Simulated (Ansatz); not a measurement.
# P: the cost of one run

Computed with Ansatz 0.2.0 (DFT LDA, scalar-relativistic, plane waves, PAW, unless a step's input says otherwise).

### 1 The system as given

The structure is orthorhombic, space group Cmce (No. 64). Conventional cell: a = 3.316 Å, b = 10.484 Å, c = 4.379 Å, α = 90.00°, β = 90.00°, γ = 90.00°. P (site symmetry m) is surrounded by 3 P at 2.22 to 2.24 Å.

Structure file:

```cif
data_structure
_symmetry_space_group_name_H-M 'P 1'
_symmetry_Int_Tables_number 1
_cell_length_a 5.4980
_cell_length_b 5.4980
_cell_length_c 4.3793
_cell_angle_alpha 90.000
_cell_angle_beta 90.000
_cell_angle_gamma 144.893
_cell_volume 76.13
loop_
_atom_site_label
_atom_site_type_symbol
_atom_site_fract_x
_atom_site_fract_y
_atom_site_fract_z
_atom_site_occupancy
P1 P 0.89838 0.10162 0.08068 1
P2 P 0.60162 0.39838 0.58068 1
P3 P 0.10162 0.89838 0.91932 1
P4 P 0.39838 0.60162 0.41932 1
```

The structure rests on an entry of the Crystallography Open Database; cell or positions may have been set otherwise for this series.

### 2 Relaxing cell and atoms: P, no spin

Contents of input.yaml:

```yaml
crystal:
  lattice:
    - [1.6582, -5.242, 0.0]
    - [1.6582, 5.242, 0.0]
    - [0.0, 0.0, 4.3793]
  atoms:
    - { symbol: P, position: [0.89838, 0.10162, 0.08068] }
    - { symbol: P, position: [0.60162, 0.39838, 0.58068] }
    - { symbol: P, position: [0.10162, 0.89838, 0.91932] }
    - { symbol: P, position: [0.39838, 0.60162, 0.41932] }
scf:
  occupations: { method: gaussian, width: 0.05 }
output:
  forces: true
  stress: true
  eigenvalues: true
  write_density: true
  write_potential: true
  elf: true
  volumetric_format: npy
hamiltonian:
  xc: lda
relax:
  f_tol: 0.001
  max_steps: 60
  cell: { stress_tol: 0.03 }
kpoints:
  mp_grid: { grid: [12, 12, 10] }
```

Launch:

```sh
ansatz run input.yaml --threads 16 --pin off --max-ram 20480MiB --backend cpu --events-out ev --progress --plain --runs-dir out
```

Q: Estimate wall time and peak memory on 16 threads of Arm Neoverse N1, shared host.

About 27 s, with a peak of 0.7 GiB.
